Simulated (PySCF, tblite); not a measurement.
# C₇H₁₀N₂O: geometry, infrared bands and NMR shifts

Aim: predict the infrared bands and NMR shifts of C₇H₁₀N₂O (`CC(C)Oc1ccnnc1`).

Programs: tblite 0.8.0 and PySCF 2.14.0, with density-fitted response routines of our own. Each step states its level of theory. These are calculated values for one molecule in the gas phase, unless marked as measured. Atoms count from 0, in the outputs and in this text.

### 1 The starting structure

20 atoms, charge 0, multiplicity 1; geometry from: force field or distance geometry start.

Bonds of the start (Å): C0–C1 1.53, C1–C2 1.53, C1–O3 1.44, O3–C4 1.35, C4–C5 1.38, C5–C6 1.39, C6–N7 1.34, N7–N8 1.36, N8–C9 1.36, C9–C4 1.38, C0–H10 1.09, C0–H11 1.09, C0–H12 1.11, C1–H13 1.09, C2–H14 1.11, C2–H15 1.10, C2–H16 1.09, C5–H17 1.09, C6–H18 1.08, C9–H19 1.07.

### 2 Relaxing the molecule with GFN2-xTB

What the job is given:

```
{"job": {"kind": "relax", "xc": "GFN2-xTB", "basis": "xTB"}, "charge": 0, "multiplicity": 1}
C     -2.299000    -1.387700     0.137200
C     -1.367900    -0.184100     0.033600
C     -1.748000     0.866600     1.072200
O     -0.048600    -0.671800     0.320400
C      1.027900    -0.039400    -0.201100
C      2.249900    -0.644500     0.025700
C      3.393600    -0.048400    -0.485600
N      3.366300     1.094800    -1.192900
N      2.170700     1.690000    -1.428100
C      1.029700     1.134200    -0.936500
H     -2.262900    -1.849500     1.128400
H     -2.020500    -2.159800    -0.581300
H     -3.347600    -1.090700    -0.054000
H     -1.432200     0.203200    -0.980000
H     -2.784600     1.227500     0.905200
H     -1.685100     0.475400     2.100100
H     -1.087900     1.738800     1.025000
H      2.319200    -1.568200     0.599700
H      4.376700    -0.475900    -0.325100
H      0.145200     1.700300    -1.166100
```

Started as:

```
> OMP_NUM_THREADS=1 python probes_run.py task.json out
```

One launch serves the whole session: the jobs run in the order shown.

**Question.** This job is followed by: GFN2-xTB harmonic vibrations, gas phase; GIAO PBE0/pcSseg-1 NMR shielding, non-relativistic, gas phase. Predict these results of the whole session: strongest single infrared mode (GFN2-xTB); zero-point energy (GFN2-xTB); 13C shifts against TMS (PBE0/pcSseg-1, means over atoms taken as alike); 1H shifts against TMS (PBE0/pcSseg-1, means over atoms taken as alike); 17O shifts against H2O (PBE0/pcSseg-1); 15N shifts against NH3 (PBE0/pcSseg-1); surface potential, 1st and 99th percentile.

**Answer**, as computed:

| quantity | value |
| --- | --- |
| strongest single infrared mode (GFN2-xTB) | 1266 cm⁻¹, 261 km/mol |
| zero-point energy (GFN2-xTB) | 100.8 kcal/mol |
| 13C shifts against TMS (PBE0/pcSseg-1, means over atoms taken as alike) | 161.6, 154.9, 140.7, 119.3, 71.9, 23.4 ppm |
| 1H shifts against TMS (PBE0/pcSseg-1, means over atoms taken as alike) | 9.32, 9.22, 7.00, 4.63, 1.44 ppm |
| 17O shifts against H2O (PBE0/pcSseg-1) | 152.0 ppm |
| 15N shifts against NH3 (PBE0/pcSseg-1) | 470.9, 439.5 ppm |
| surface potential, 1st and 99th percentile | -2.12 V and 1.17 V |

Over 63 steps the energy fell by 0.226 eV; of the close pairs, N7–N8 changed most, 1.356 to 1.296 Å. All 54 modes are real, so the xTB geometry is a minimum. The strongest single mode, at 1266 cm⁻¹, has its largest shares on C4, O3 and H18 (the list is cut at 3 atoms). GFN2-xTB is a fitted tight-binding method: band positions and strengths are rough. Its intensities can rank the bands wrongly. At PBE0/pcSseg-1: Shielding is most anisotropic at N8 (span 889 ppm, paramagnetic term -524 ppm). NICS(1)zz of -27 ppm above the planar ring from C4 marks a diatropic (aromatic) ring current. By nearest atom (PBE0/pcSseg-1), the HOMO sits on N7, N8 about 40 % each; C6, C9 about 7 % each and the LUMO on N8 28 %; C5 22 %.
